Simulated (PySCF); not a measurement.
# H10LuO5 (Lu(H2O)53+): the cost of one run

Program: PySCF 2.14.0. Level of theory: several levels, as the steps say, no spin–orbit coupling. These are calculated values, not measurements.

3 further runs of the same task are left out: 2 for a known fault of the program, 1 that didn't finish. Runs told in other sessions of the task aren't counted.

## 1. The starting structure

16 atoms, charge 3, spin multiplicity 1.

Bond lengths: Lu1–O2 2.216 Å, Lu1–O5 2.216 Å, Lu1–O8 2.195 Å, Lu1–O11 2.237 Å, Lu1–O14 2.237 Å, O2–H3 0.979 Å, O2–H4 0.980 Å, O5–H6 0.979 Å, O5–H7 0.980 Å, O8–H9 0.983 Å, O8–H10 0.983 Å, O11–H12 0.981 Å, O11–H13 0.980 Å, O14–H15 0.980 Å, O14–H16 0.981 Å. Angles: O2–Lu1–O5 142.7°, O2–Lu1–O8 108.7°, O2–Lu1–O11 85.9°, O2–Lu1–O14 86.3°, O5–Lu1–O8 108.7°, O5–Lu1–O11 86.3°, O5–Lu1–O14 85.9°, O8–Lu1–O11 102.2°, O8–Lu1–O14 102.2°, O11–Lu1–O14 155.6°, Lu1–O2–H3 127.5°, Lu1–O2–H4 128.1°, H3–O2–H4 104.3°, Lu1–O5–H6 127.5°, Lu1–O5–H7 128.1°, H6–O5–H7 104.3°, Lu1–O8–H9 127.9°, Lu1–O8–H10 127.9° and more.

As a file:

```csv
atom,x (Å),y (Å),z (Å)
Lu1,-0.02482,0.00000,0.00000
O2,-0.73431,-0.03679,2.09924
H3,-0.94810,0.72982,2.67018
H4,-0.90216,-0.81685,2.66755
O5,-0.73431,0.03679,-2.09924
H6,-0.94810,-0.72982,-2.67018
H7,-0.90216,0.81685,-2.66755
O8,2.17016,0.00000,0.00000
H9,2.77406,-0.03283,0.77434
H10,2.77406,0.03283,-0.77434
O11,-0.49839,2.18623,0.04672
H12,0.13848,2.93017,0.09670
H13,-1.37429,2.62514,0.02360
O14,-0.49839,-2.18623,-0.04672
H15,-1.37429,-2.62514,-0.02360
H16,0.13848,-2.93017,-0.09670
```

Formal oxidation states: Lu +3. An earlier session relaxed this geometry at PBE0, Lu def2-SVP with ECP28, O def2-SVP, H def2-SVP (singlet, point group C2).

At PBE0 on the finer grid: E = -1616.680152 Eh, HOMO -23.78 eV, LUMO -13.46 eV, Mulliken charge on Lu1 +1.61 e, largest force component 0.011 eV/Å. 

Levels to run: B3LYP; M06-L; PBE; CAM-B3LYP. Hardware: 4 threads of AMD EPYC 9R45 (Zen 5), shared host.

## 2. B3LYP

File run.py (the lines that set the calculation):

```python
mol = gto.M(atom='''
Lu    -0.02482     0.00000     0.00000
O     -0.73431    -0.03679     2.09924
H     -0.94810     0.72982     2.67018
H     -0.90216    -0.81685     2.66755
O     -0.73431     0.03679    -2.09924
H     -0.94810    -0.72982    -2.67018
H     -0.90216     0.81685    -2.66755
O      2.17016     0.00000     0.00000
H      2.77406    -0.03283     0.77434
H      2.77406     0.03283    -0.77434
O     -0.49839     2.18623     0.04672
H      0.13848     2.93017     0.09670
H     -1.37429     2.62514     0.02360
O     -0.49839    -2.18623    -0.04672
H     -1.37429    -2.62514    -0.02360
H      0.13848    -2.93017    -0.09670''',
    basis={'Lu': 'def2-SVP', 'O': 'def2-SVP', 'H': 'def2-SVP'},
    ecp={'Lu': 'def2-SVP'},
    charge=3, spin=0)
mf = dft.RKS(mol, xc='B3LYP')
mf.grids.atom_grid = (75, 302)  # f atoms: unpruned, at least (60, 302)
mf = mf.density_fit()  # fitting sets: Lu def2-universal-JKFIT, O def2-universal-JKFIT, H def2-universal-JKFIT
mf.conv_tol = 1e-08; mf.max_cycle = 55
mf.kernel(dm0)  # dm0: the density of the relaxed state
```

Launch:

```console
$ OMP_NUM_THREADS=4 python run.py
```

**Question.** How long does this run take on 4 threads of AMD EPYC 9R45 (Zen 5), shared host?

About 39 s.
